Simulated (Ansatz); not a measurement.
# Nb3Sn: the cost of one run

Program: Ansatz 0.2.0. Level of theory: DFT r2SCAN, scalar-relativistic, plane waves, PAW. These are calculated values, not measurements.

### Step 1. Starting point

Symmetry: Pm-3n, No. 223, cubic system. The conventional cell has a = 5.282 Å, b = 5.282 Å, c = 5.282 Å, α = 90.00°, β = 90.00°, γ = 90.00°. Nb (site symmetry -4m2) is surrounded by 2 Nb at 2.64 Å and 4 Sn at 2.95 Å. Sn (site symmetry m-3) has 12 Nb at 2.95 Å as nearest neighbours.

As a file:

```cif
data_structure
_symmetry_space_group_name_H-M 'P 1'
_symmetry_Int_Tables_number 1
_cell_length_a 5.2821
_cell_length_b 5.2821
_cell_length_c 5.2821
_cell_angle_alpha 90.000
_cell_angle_beta 90.000
_cell_angle_gamma 90.000
_cell_volume 147.37
loop_
_atom_site_label
_atom_site_type_symbol
_atom_site_fract_x
_atom_site_fract_y
_atom_site_fract_z
_atom_site_occupancy
Nb1 Nb 0.25000 0.00000 0.50000 1
Nb2 Nb 0.50000 0.75000 0.00000 1
Nb3 Nb 0.75000 0.00000 0.50000 1
Nb4 Nb 0.50000 0.25000 0.00000 1
Nb5 Nb 0.00000 0.50000 0.75000 1
Nb6 Nb 0.00000 0.50000 0.25000 1
Sn1 Sn 0.00000 0.00000 0.00000 1
Sn2 Sn 0.50000 0.50000 0.50000 1
```

Source of the structure: the Crystallography Open Database.

(A quick probe on a coarse mesh, which set the mesh and smearing, is not shown.)

### Step 3. The relaxation

File input.yaml:

```yaml
crystal:
  lattice:
    - [5.2821, 0.0, 0.0]
    - [0.0, 5.2821, 0.0]
    - [0.0, 0.0, 5.2821]
  atoms:
    - { symbol: Nb, position: [0.25, 0.0, 0.5] }
    - { symbol: Nb, position: [0.5, 0.75, 0.0] }
    - { symbol: Nb, position: [0.75, 0.0, 0.5] }
    - { symbol: Nb, position: [0.5, 0.25, 0.0] }
    - { symbol: Nb, position: [0.0, 0.5, 0.75] }
    - { symbol: Nb, position: [0.0, 0.5, 0.25] }
    - { symbol: Sn, position: [0.0, 0.0, 0.0] }
    - { symbol: Sn, position: [0.5, 0.5, 0.5] }
basis:
  ecutwfc: 500
kpoints:
  mp_grid: { grid: [8, 8, 8] }
hamiltonian:
  xc: r2scan
scf:
  occupations: { method: gaussian, width: 0.1 }
output:
  forces: true
  stress: true
  eigenvalues: true
relax:
  adjacent_minimum: "off"
  f_tol: 0.005
  max_steps: 80
  cell: { stress_tol: 0.05 }
```

The run is started by

```sh
$ ansatz run input.yaml --threads 4 --pin off --max-ram 10240MiB --backend cpu --events-out ev --progress --plain --runs-dir out
```

**Question.** How long does this run take on 4 threads of Arm Neoverse V1, shared host, and how much memory does it need?

About 63 s, with a peak of 1 GiB.
